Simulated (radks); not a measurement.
# Al⁹⁺ in 1s1 2s2 3d1: an all-electron calculation

An exercise on one series of results from a longer session: the logs are not shown, and one member is left open.

Method: scalar-relativistic Kohn-Sham, exchange-only LDA, spin-polarised, spherical densities, point nucleus; open shells are filled with parallel spins first. Code: radks (a radial shooting solver on a logarithmic mesh, Libxc functionals) version 1.

### The atom as given

```
element       : aluminium (Z = 13)
charge        : +9
electrons     : 4
configuration : 1s1 2s2 3d1
```

The outer shells:

Al⁹⁺
```
1s [↑ ]
2s [↑↓]
3d [↑ ][  ][  ][  ][  ]
```

The first run:

Settings of this run:

```text
Z 13
configuration 1s1 2s2 3d1
relativity scalar-relativistic
functional lda,
spin polarised
nucleus point
c 137.035999084
```

On the command line:

```console
python run_ks.py task.json out
```

The same process makes all the runs of this session.

One table of the session follows, with a row left open; its other results are not shown here.

It belongs to the step «Orbitals and density». Radial moments (bohr):

| level | <r> | outermost maximum (interpolated) | 90 % within |
| --- | --- | --- | --- |
| 1s up | 0.1163 | 0.0769 | 0.207 |
| 1s down | ? | ? | ? |
| 2s up | 0.4964 | 0.424 | 0.761 |
| 2s down | 0.5003 | 0.430 | 0.765 |
| 3d up | 0.9955 | 0.845 | 1.51 |
| 3d down | 0.9934 | 0.835 | 1.52 |

Q: Estimate the row for 1s down from the others.

As computed: <r>: 0.1181; outermost maximum (interpolated): 0.0776; 90 % within: 0.211. In the column «<r>» it lies between 1s up (0.1163) and 2s up (0.4964).
